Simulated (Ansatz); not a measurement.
# Fe: the cost of one run

Computed with Ansatz 0.2.0 (DFT LDA, PAW, plane waves, scalar-relativistic, unless a step's input says otherwise).

6 further runs of the same task are left out: 5 that didn't finish, 1 set aside as unsound or not needed.

### 1 The system as given

The structure is cubic, space group Im-3m (No. 229). The conventional cell has a = 2.840 Å, b = 2.840 Å, c = 2.840 Å, α = 90.00°, β = 90.00°, γ = 90.00°. Fe (site symmetry m-3m) has 8 Fe at 2.46 Å as nearest neighbours.

Coordinates:

```cif
data_structure
_symmetry_space_group_name_H-M 'P 1'
_symmetry_Int_Tables_number 1
_cell_length_a 2.4598
_cell_length_b 2.4598
_cell_length_c 2.4598
_cell_angle_alpha 109.471
_cell_angle_beta 109.471
_cell_angle_gamma 109.471
_cell_volume 11.46
loop_
_atom_site_label
_atom_site_type_symbol
_atom_site_fract_x
_atom_site_fract_y
_atom_site_fract_z
_atom_site_occupancy
Fe1 Fe 0.00000 0.00000 0.00000 1
```

Labels such as Fe1 number the atoms in the order of the input file.

After the default run come: Broyden, β 0.5, history 3, no preconditioner; cutoff 250 eV; k-point mesh 8x8x8; direct minimisation; density-residual threshold 1e-2 eV.

The search for lower states is off throughout, and inputs that name a mixer don't switch to direct minimisation unless they say so. Spin is collinear, with starting moments Fe1 4.00 μB. β is the mixing step of the charge; the magnetisation has a step of its own, which the program sets unless it is named.

### 2 Default SCF settings

input.yaml

```yaml
crystal:
  lattice:
    - [-1.42016333, 1.42016333, 1.42016333]
    - [1.42016333, -1.42016333, 1.42016333]
    - [1.42016333, 1.42016333, -1.42016333]
  atoms:
    - { symbol: Fe, position: [0.0, 0.0, 0.0], spin: 4.0 }
magnetization:
  spin_polarized: true
hamiltonian:
  xc: lda
  pseudopotentials: { kind: paw }
basis:
  ecutwfc: 420
kpoints:
  mp_grid: { grid: [15, 15, 15] }
scf:
  occupations: { method: fermi_dirac, width: 0.1 }
  lower_state_search: "off"
output:
  forces: true
  stress: true
```

The run is started by

```console
$ ansatz run input.yaml --threads 2 --pin off --max-ram 5120MiB --backend cpu --events-out ev --progress --plain --runs-dir out
```

**Question.** How long does this run take on 2 threads of Arm Neoverse N1, shared host, and how much memory does it need?

About 3.1 s, with a peak of 0.26 GiB.
